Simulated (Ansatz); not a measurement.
# SiSbH4 radical (SMILES [SiH2][SbH2]): one structure at several levels

One table from this session's results is given with a row withheld; the runs are named, their logs left out.

Method: single points in def2-TZVPP; program: Ansatz 0.2.0, Gaussian basis.

Correlated methods freeze the cores. Filled d shells of the heavier atoms are correlated. Core potentials replace the inner electrons past krypton, and spin-orbit coupling is left out. Orbitals are unrestricted. B3LYP uses VWN-RPA correlation.

## The system as given

SMILES `[SiH2][SbH2]`, 6 atoms, charge 0, spin multiplicity 2.

Atoms are counted from 1 here; the program's logs count them from 0.

Bond lengths: Si1–Sb2 2.545 Å, Si1–H3 1.497 Å, Si1–H4 1.450 Å, Sb2–H5 1.714 Å, Sb2–H6 1.747 Å. Angles: Sb2–Si1–H3 107.3°, Sb2–Si1–H4 108.8°, H3–Si1–H4 102.6°, Si1–Sb2–H5 92.2°, Si1–Sb2–H6 91.5°, H5–Sb2–H6 88.6°.

Coordinates:

```csv
atom,x (Å),y (Å),z (Å)
Si1,-0.48630,-1.03710,-0.04430
Sb2,0.87270,1.11170,0.06140
H3,-0.13480,-1.84620,1.16470
H4,0.01610,-1.85590,-1.13020
H5,-0.04410,1.83010,-1.19630
H6,-0.23930,1.81200,1.21310
```

The first run:

Input file run/in.yaml:

```yaml
crystal:
  periodic: [false, false, false]
  atoms:
    - {symbol: Si, position_ang: [-0.486300, -1.037100, -0.044300]}
    - {symbol: Sb, position_ang: [0.872700, 1.111700, 0.061400]}
    - {symbol: H, position_ang: [-0.134800, -1.846200, 1.164700]}
    - {symbol: H, position_ang: [0.016100, -1.855900, -1.130200]}
    - {symbol: H, position_ang: [-0.044100, 1.830100, -1.196300]}
    - {symbol: H, position_ang: [-0.239300, 1.812000, 1.213100]}
basis:
  gaussian: {orbitals: def2-TZVPP}
magnetization: {spin_polarized: true, initial_magnetization: 1}
correlation: {method: ccsd_t}
scf: {omitted_lower_state_checks: [cluster_reference]}
output: {forces: true}
```

Launch:

```sh
ansatz run in.yaml --threads 4 --pin off --events-out ev --progress --plain --max-ram 5222MiB
```

Among the steps run: CCSD(T)/def2-TZVPP; PBE0-D4/def2-TZVPP; wB97M-V/def2-TZVPP; r2SCAN-D4/def2-TZVPP; PBE-D4/def2-TZVPP; HSE06-D4/def2-TZVPP; B3LYP-D4/def2-TZVPP.

One of the session's tables, all rows but one given; the rest of the session is left out.

| method | RMS force component (eV/Å) | angle to CCSD(T) forces (°) | dipole (D) |
| --- | --- | --- | --- |
| CCSD(T) | 0.377 | reference | 0.32 |
| PBE0-D4 | 0.349 | 11.9 | 0.36 |
| wB97M-V | 0.369 | 5.6 | 0.26 |
| r2SCAN-D4 | ? | ? | ? |
| PBE-D4 | 0.339 | 34.8 | 0.50 |
| HSE06-D4 | 0.349 | 12.2 | 0.37 |
| B3LYP-D4 | 0.327 | 16.8 | 0.42 |

Estimate the missing values for r2SCAN-D4.

**Answer.** RMS force component (eV/Å): 0.338; angle to CCSD(T) forces (°): 11.8; dipole (D): 0.36. In the column «RMS force component (eV/Å)» it lies between B3LYP-D4 (0.327) and PBE-D4 (0.339).

Caveats from the session: The reference is not at the basis limit: in triple zeta CCSD(T) underbinds, which counts against methods that bind more; the gaps are no ranking.
